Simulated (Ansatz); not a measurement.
# Ru: the cost of one run

Method: DFT PBE, scalar-relativistic, plane waves, PAW, in Ansatz 0.2.0.

1 further run of the same task is left out (it didn't finish).

**1. The structure to begin with**

The structure is hexagonal, space group P6_3/mmc (No. 194). The conventional cell has a = 2.706 Å, b = 2.706 Å, c = 4.282 Å, α = 90.00°, β = 90.00°, γ = 120.00°. Ru (site symmetry -6m2) has 12 Ru at 2.65 to 2.71 Å in its first shell of neighbours.

As a file:

```cif
data_structure
_symmetry_space_group_name_H-M 'P6_3/mmc'
_symmetry_Int_Tables_number 194
_cell_length_a 2.7058
_cell_length_b 2.7058
_cell_length_c 4.2819
_cell_angle_alpha 90.000
_cell_angle_beta 90.000
_cell_angle_gamma 120.000
_cell_volume 27.15
loop_
_atom_site_label
_atom_site_type_symbol
_atom_site_symmetry_multiplicity
_atom_site_Wyckoff_symbol
_atom_site_fract_x
_atom_site_fract_y
_atom_site_fract_z
_atom_site_occupancy
Ru1 Ru 2 c 0.33333 0.66667 0.25000 1
```

No relaxation comes first: the listed cell is the starting point.

**2. The reference: the undisturbed cell on the scan's mesh**

Contents of input.yaml:

```yaml
crystal:
  lattice:
    - [-1.3528996671, -2.343290961, 4.2819]
    - [-1.3528996671, -2.343290961, -4.2819]
    - [5.4115986684, 0.0, 0.0]
  atoms:
    - { symbol: Ru, position: [0.2916666667, 0.0416666667, 0.8333333333] }
    - { symbol: Ru, position: [0.2916666667, 0.0416666667, 0.3333333333] }
    - { symbol: Ru, position: [0.7916666667, 0.5416666667, 0.8333333333] }
    - { symbol: Ru, position: [0.7916666667, 0.5416666667, 0.3333333333] }
    - { symbol: Ru, position: [0.7083333333, 0.9583333333, 0.1666666667] }
    - { symbol: Ru, position: [0.7083333333, 0.9583333333, 0.6666666667] }
    - { symbol: Ru, position: [0.2083333333, 0.4583333333, 0.1666666667] }
    - { symbol: Ru, position: [0.2083333333, 0.4583333333, 0.6666666667] }
basis:
  ecutwfc: 420
kpoints:
  mp_grid: { grid: [12, 12, 12] }
hamiltonian:
  xc: pbe
scf:
  occupations: { method: gaussian, width: 0.15 }
output:
  forces: true
  stress: true
  eigenvalues: true
```

Started as:

```sh
> ansatz run input.yaml --threads 1 --pin off --max-ram 2560MiB --backend cpu --events-out ev --progress --plain --runs-dir out
```

What time and memory should one allow on 1 thread of Arm Neoverse V1, shared host?

About 1.8 min, with a peak of 1.5 GiB.
